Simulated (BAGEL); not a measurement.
# CH4BFOS (SMILES COB(F)S) at HF/3-21G (density fitting with qzvpp-jkfit)

What is the vertical singlet–triplet gap of CH4BFOS at HF/3-21G (density fitting with qzvpp-jkfit)? 

Program for the calculation: BAGEL 1.2.2.

3 further runs of the same task are left out: 3 set aside as unsound or not needed. Runs told in other sessions of the task aren't counted.

## Step 1: The structure to begin with

CH4BFOS has 9 atoms, charge 0, and is taken as a singlet. SMILES: `COB(F)S`. The shape is that of a PBE0-D4/def2-TZVP optimisation. This is one conformer, not always the lowest.

Bond lengths: C1–O2 1.409 Å, O2–B3 1.344 Å, B3–F4 1.328 Å, B3–S5 1.819 Å, C1–H6 1.094 Å, C1–H7 1.089 Å, C1–H8 1.094 Å, S5–H9 1.341 Å. Some angles: C1–O2–B3 124.6°, O2–B3–F4 116.9°, O2–B3–S5 127.6°, F4–B3–S5 115.6°, O2–C1–H6 111.2°, O2–C1–H7 107.5°, O2–C1–H8 111.2°, B3–S5–H9 96.9°, H6–C1–H7 108.8°, H6–C1–H8 109.4°.

## Step 2: A single-point energy at HF/3-21G (density fitting with qzvpp-jkfit)

calc.json reads:

```json
{ "bagel" : [

{
  "title" : "molecule",
  "basis" : "3-21g",
  "df_basis" : "qzvpp-jkfit",
  "angstrom" : true,
  "geometry" : [
    { "atom" : "C", "xyz" : [    0.905400,   -0.203000,    0.761200 ] },
    { "atom" : "O", "xyz" : [    0.392000,   -0.802100,   -0.406000 ] },
    { "atom" : "B", "xyz" : [   -0.675300,   -0.354100,   -1.088100 ] },
    { "atom" : "F", "xyz" : [   -1.026800,   -1.039500,   -2.170000 ] },
    { "atom" : "S", "xyz" : [   -1.708500,    1.093100,   -0.705400 ] },
    { "atom" : "H", "xyz" : [    1.235400,    0.821700,    0.566800 ] },
    { "atom" : "H", "xyz" : [    1.763400,   -0.792500,    1.081600 ] },
    { "atom" : "H", "xyz" : [    0.161700,   -0.199500,    1.563500 ] },
    { "atom" : "H", "xyz" : [   -1.047200,    1.475800,    0.396600 ] }
  ]
},
{
  "title" : "hf"
},
{
  "title" : "print",
  "file" : "orbitals.molden",
  "orbitals" : true
}

]}
```

Started as:

```
$ BAGEL_NUM_THREADS=1 BAGEL calc.json > calc.out
```

Log:

```text
* using 1 threads per process

  ===============================================================
  ===============================================================

  *** Geometry ***

  { "atom" : "C", "xyz" : [      1.710958,     -0.383614,      1.438460 ] },
  { "atom" : "O", "xyz" : [      0.740773,     -1.515749,     -0.767229 ] },
  { "atom" : "B", "xyz" : [     -1.276132,     -0.669152,     -2.056211 ] },
  { "atom" : "F", "xyz" : [     -1.940371,     -1.964370,     -4.100706 ] },
  { "atom" : "S", "xyz" : [     -3.228597,      2.065660,     -1.333013 ] },
  { "atom" : "H", "xyz" : [      2.334568,      1.552788,      1.071097 ] },
  { "atom" : "H", "xyz" : [      3.332343,     -1.497608,      2.043928 ] },
  { "atom" : "H", "xyz" : [      0.305569,     -0.377000,      2.954587 ] },
  { "atom" : "H", "xyz" : [     -1.978921,      2.788858,      0.749465 ] },

  Number of auxiliary basis functions:      504

  Since a DF basis is specified, we compute 2- and 3-index integrals:
    o Being stored without compression. Storage requirement is 0.013 GB

  Number of basis functions:       57
  Number of electrons      :       48

    * METHOD: MOLECULE                             0.15

  *** RHF ***

  === Nuclear Repulsion ===
   215.2697265317

      * DIIS with orbital gradients will be used.

  === RHF iteration (3-21g) ===
      0       -633.42380776          0.02320986           0.03
      1       -633.53495575          0.01302095           0.04
      2       -633.56790300          0.00134154           0.03
      3       -633.56866394          0.00029617           0.03
      4       -633.56870001          0.00009017           0.04
      5       -633.56870431          0.00002921           0.03
      6       -633.56870483          0.00001007           0.03
      7       -633.56870492          0.00000238           0.04
      8       -633.56870492          0.00000101           0.03
      9       -633.56870492          0.00000041           0.03
     10       -633.56870492          0.00000009           0.04
     11       -633.56870492          0.00000005           0.04
     12       -633.56870492          0.00000001           0.04
     13       -633.56870492          0.00000000           0.04
    * SCF iteration converged.

    * Permanent dipole moment:
           (   -0.864213,    -0.431003,    -1.369739) a.u.

    * METHOD: HF                                   0.59

    * METHOD: PRINT                                0.00

  ===============================================================
```

It took 0.89 s on 1 thread of Intel Xeon 6975P-C (Granite Rapids), shared host.

## Step 3: The triplet, same level

hf.json reads:

```json
{ "bagel" : [

{
  "title" : "molecule",
  "basis" : "3-21g",
  "df_basis" : "qzvpp-jkfit",
  "angstrom" : true,
  "geometry" : [
    { "atom" : "C", "xyz" : [       0.905400,      -0.203000,       0.761200 ] },
    { "atom" : "O", "xyz" : [       0.392000,      -0.802100,      -0.406000 ] },
    { "atom" : "B", "xyz" : [      -0.675300,      -0.354100,      -1.088100 ] },
    { "atom" : "F", "xyz" : [      -1.026800,      -1.039500,      -2.170000 ] },
    { "atom" : "S", "xyz" : [      -1.708500,       1.093100,      -0.705400 ] },
    { "atom" : "H", "xyz" : [       1.235400,       0.821700,       0.566800 ] },
    { "atom" : "H", "xyz" : [       1.763400,      -0.792500,       1.081600 ] },
    { "atom" : "H", "xyz" : [       0.161700,      -0.199500,       1.563500 ] },
    { "atom" : "H", "xyz" : [      -1.047200,       1.475800,       0.396600 ] }
  ]
},

{ "title" : "uhf", "nopen" : 2 },

{ "title" : "print", "file" : "orbitals.molden", "orbitals" : true }

]}
```

Started as:

```
$ BAGEL_NUM_THREADS=1 BAGEL hf.json > hf.out
```

Log:

```text
* using 1 threads per process

  ===============================================================
  ===============================================================

  *** Geometry ***

  { "atom" : "C", "xyz" : [      1.710958,     -0.383614,      1.438460 ] },
  { "atom" : "O", "xyz" : [      0.740773,     -1.515749,     -0.767229 ] },
  { "atom" : "B", "xyz" : [     -1.276132,     -0.669152,     -2.056211 ] },
  { "atom" : "F", "xyz" : [     -1.940371,     -1.964370,     -4.100706 ] },
  { "atom" : "S", "xyz" : [     -3.228597,      2.065660,     -1.333013 ] },
  { "atom" : "H", "xyz" : [      2.334568,      1.552788,      1.071097 ] },
  { "atom" : "H", "xyz" : [      3.332343,     -1.497608,      2.043928 ] },
  { "atom" : "H", "xyz" : [      0.305569,     -0.377000,      2.954587 ] },
  { "atom" : "H", "xyz" : [     -1.978921,      2.788858,      0.749465 ] },

  Number of auxiliary basis functions:      504

  Since a DF basis is specified, we compute 2- and 3-index integrals:
    o Being stored without compression. Storage requirement is 0.013 GB

  Number of basis functions:       57
  Number of electrons      :       48

    * METHOD: MOLECULE                             0.15

  *** Open-shell HF ***

  === Nuclear Repulsion ===
   215.2697265317

      * DIIS with orbital gradients will be used.

  === UHF iteration (3-21g) ===
      0       -633.13615225          0.04663441           0.07
      1       -633.27023043          0.02898232           0.08
      2       -633.30578430          0.01754847           0.07
      3       -633.32246216          0.00116064           0.06
      4       -633.32390394          0.00064634           0.07
      5       -633.32431122          0.00024361           0.07
      6       -633.32454160          0.00013078           0.06
      7       -633.32460663          0.00006334           0.07
      8       -633.32462554          0.00002947           0.07
      9       -633.32462940          0.00000990           0.06
     10       -633.32462989          0.00000351           0.07
     11       -633.32462993          0.00000149           0.06
     12       -633.32462993          0.00000053           0.06
     13       -633.32462993          0.00000026           0.06
     14       -633.32462993          0.00000015           0.07
     15       -633.32462993          0.00000010           0.06
     16       -633.32462993          0.00000007           0.06
     17       -633.32462993          0.00000005           0.07
     18       -633.32462993          0.00000003           0.07
     19       -633.32462993          0.00000002           0.07
     20       -633.32462993          0.00000001           0.06
    * SCF iteration converged.

    * S^2 (UHF) is 2.0059

    * Permanent dipole moment:
           (   -0.537156,    -0.094905,    -0.673878) a.u.

    * METHOD: UHF                                  1.53

    * METHOD: PRINT                                0.00

  ===============================================================
```

Wall time 1.9 s (1 thread of Intel Xeon 6975P-C (Granite Rapids), shared host).

## Step 4: What came out

Level: HF/3-21G (density fitting with qzvpp-jkfit).

| quantity | value |
| --- | --- |
| singlet: total energy | -633.56870 Eh |
| singlet: dipole moment | 4.26 D |
| singlet: HOMO energy | -11.08 eV |
| singlet: LUMO energy | 4.80 eV |
| singlet: HOMO–LUMO gap | 15.88 eV |
| triplet: total energy | -633.32463 Eh |
| triplet: dipole moment | 2.20 D |
| triplet: ⟨S²⟩ | 2.006 |
| vertical energy of the triplet above the singlet | 6.642 eV |

What this shows: At this shape the triplet lies 6.64 eV (153 kcal/mol) above the singlet.
